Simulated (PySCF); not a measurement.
# C3H8N2OSi: the cost of one run

Programs: PySCF 2.14.0, with routines of our own; each step states its level. All values are computed. Atoms count from 0.

## Step 1: The starting structure

15 atoms, charge 0, multiplicity 1; geometry from: GFN2-xTB.

## Step 2: Magnetic properties: GIAO HF/pcSseg-1

What the job is given:

```
{"job": {"kind": "mag", "xc": "HF", "basis": "pcSseg-1", "isotopologues": 2}, "charge": 0, "multiplicity": 1}
N     -1.757457    -1.252295     0.535167
Si    -1.025287     0.003018    -0.392670
N     -1.241607     1.420822     0.557976
C      0.790372    -0.537811    -0.633781
C      1.673237    -0.460268     0.570294
C      2.233903     0.621322     0.023024
O      1.512652     0.619406    -1.149472
H     -1.642906    -2.207370     0.238268
H     -2.706413    -1.100763     0.835182
H     -1.561426     0.330325    -1.717973
H     -0.810875     2.270355     0.231495
H     -1.130977     1.343481     1.556828
H      0.936597    -1.396388    -1.286313
H      1.752866    -1.014106     1.479898
H      2.972907     1.368261     0.245270
```

With the program's defaults for keys left out, this is: GIAO HF/pcSseg-1 magnetisability, rotational g tensor and spin-rotation constants, non-relativistic, gas phase.

Run with:

```
OMP_NUM_THREADS=1 python excited_run.py task.json out
```

The driver reads the jobs from task.json and runs them one after another.

**Question.** How long does this first job take on 1 thread of Arm Neoverse V1, shared host, and how much memory does it need?

About 18 s, with a peak of 0.8 GiB.
